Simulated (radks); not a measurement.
**Br⁴⁺ in [Ar] 3d10 4s2 4p0.75 4d0.25: an all-electron calculation**

An exercise on one series of results from a longer session: the logs are not shown, and one member is left open.

Program: radks (a radial shooting solver on a logarithmic mesh, Libxc functionals) version 1. Level of theory: scalar-relativistic Kohn-Sham, PBE, spin-polarised, spherical densities, point nucleus; open shells are filled with parallel spins first. These are calculated values, not measurements, unless marked.

## What is computed

| Quantity | Value |
| --- | --- |
| element | bromine (Z = 35) |
| charge | +4 |
| electrons | 31 |
| configuration | [Ar] 3d10 4s2 4p0.75 4d0.25 |

The first run:

Input:

```text
Z 35
configuration [Ar] 3d10 4s2 4p0.75 4d0.25
relativity scalar-relativistic
functional pbe,pbe
spin polarised
nucleus point
c 137.035999084
```

Launch:

```
> python run_ks.py task.json out
```

The same process makes all the runs of this session.

One table of the session follows, with a row left open; its other results are not shown here.

It belongs to the step «Radial structure». Radial moments (bohr):

```
  level      <r>  outermost maximum (interpolated)  90 % within  nodes
  1s up  0.04275                            0.0279       0.0764      0
1s down  0.04275                            0.0279       0.0764      0
  2s up   0.1895                             0.159        0.293      1
2s down   0.1895                             0.159        0.293      1
  2p up   0.1654                             0.127        0.270      0
2p down   0.1654                             0.127        0.270      0
  3s up   0.5509                             0.484        0.820      2
3s down   0.5508                             0.484        0.820      2
  3p up   0.5631                             0.481        0.859      1
3p down   0.5629                             0.481        0.859      1
  3d up   0.5856                             0.430        0.963      0
3d down   0.5844                             0.430        0.960      0
  4s up    1.504                              1.35         2.18      3
4s down    1.501                              1.34         2.18      3
  4p up        ?                                 ?            ?      ?
4p down    1.687                              1.49         2.48      2
  4d up    2.218                              1.93         3.30      1
4d down    2.234                              1.95         3.32      1
```

Estimate the missing values for 4p up.

**Answer.** <r>: 1.686; outermost maximum (interpolated): 1.50; 90 % within: 2.47; nodes: 2. In the column «<r>» it lies between 4s up (1.504) and 4p down (1.687).
